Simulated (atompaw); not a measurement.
# Gallium: generating and testing a PAW (atompaw) potential

Aim: build the potential from the settings below, then test how well it stands in for the atom: scattering, ghost states and the plane-wave cutoff that it needs.

Method: atompaw 4.2.0.5, PBEsol, scalar-relativistic.

### 1 Settings

Typed settings, in words:

```
element                 : gallium (Ga, Z = 31)
type                    : PAW
frozen core             : [Ne]
valence charge          : 21
reference configuration : 3s2 3p6 3d10 4s1 4p2
partial waves           : 3s (bound): rc 1.05 bohr; 4s (bound): rc 1.05 bohr; 3p (bound): rc 1.05 bohr; 4p (bound): rc 1.05 bohr; 3d (bound): rc 1.05 bohr; 3d channel at 2.7 Ry: rc 1.05 bohr
local potential         : vpsmatchnc scheme with l = 3 at -0.5 Ry, radius 0.70 bohr
core correction         : smooth core density matched at 0.95 bohr
augmentation charge     : besselshape compensation charge, radius 0.90 bohr; PAW radius 1.05 bohr; waves and projectors: custom polynom vanderbiltortho
```

The outer shells as boxes (Hund's rule for the drawing; the calculation is spin-unpolarised):

```
[Ne] core
3s [↑↓]
3p [↑↓][↑↓][↑↓]
3d [↑↓][↑↓][↑↓][↑↓][↑↓]
4s [↑ ]
4p [↑ ][↑ ][  ]
```

The nodes and maxima of the atom's own shells, from an earlier all-electron run, set the scale for the radii.

All-electron outer shells of the reference configuration (PBEsol, scalar-relativistic, ld1.x):

```
shell  level (eV)  outermost node (bohr)  outermost maximum (bohr)
   2s    -1263.07                   0.07                      0.18
   2p    -1100.09                      –                      0.15
   3s     -149.72                   0.27                      0.56
   3p     -100.62                   0.24                      0.56
   3d      -21.05                      –                      0.53
   4s      -10.06                   0.81                      1.87
   4p       -3.35                   0.87                      2.47
```

### 2 Generation

Ga.input reads:

```
Ga 31
GGA-PBESOL scalarrelativistic loggrid 1500 logderivrange -13 5 451
4 4 3 0 0 0
4 0 1
4 1 2
0 0 0
c
c
v
v
c
v
v
v
2
1.05 0.90 0.70 0.95
n
n
y
2.7
n
custom polynom vanderbiltortho besselshape
3 -0.5 vpsmatchnc
1.05
1.05
1.05
1.05
1.05
1.05
PWSCFOUT
UPFDX 0.0125d0 UPFXMIN -7.d0 UPFZMESH 31.d0
END
```

The run is started by

```
$ atompaw < Ga.input > Ga.log
```

What does the calculation give? Wanted: cutoffs for 10 and 1 mRy, occupied levels; bound ghosts; largest phase difference near zero energy, channels read; lowest eigenvalue of the overlap; share of valence orbitals outside the PAW sphere; UPF file.

**Answer**, as computed:

| quantity | value |
| --- | --- |
| cutoffs for 10 and 1 mRy, occupied levels | 160 Ry and 260 Ry |
| bound ghosts | none found |
| largest phase difference near zero energy, channels read | 0.000 rad |
| lowest eigenvalue of the overlap (Bessel basis) | 0.328 (s) |
| share of valence orbitals outside the PAW sphere | 3s 7 %, 4s 96 %, 3p 10 %, 4p 98 %, 3d 23 % |
| UPF file | written |

**Reading.** By its cutoff, 160 Ry for the looser tolerance, it is very hard. The slowest occupied level is 3d: taken alone it needs 160 Ry to come within 1 mRy, against 110 Ry for 3p. No bound ghost shows below the valence levels. Near zero energy the phases of the channels with partial waves agree within 0.001 rad. These are tests on the free atom; a crystal test is still owed.
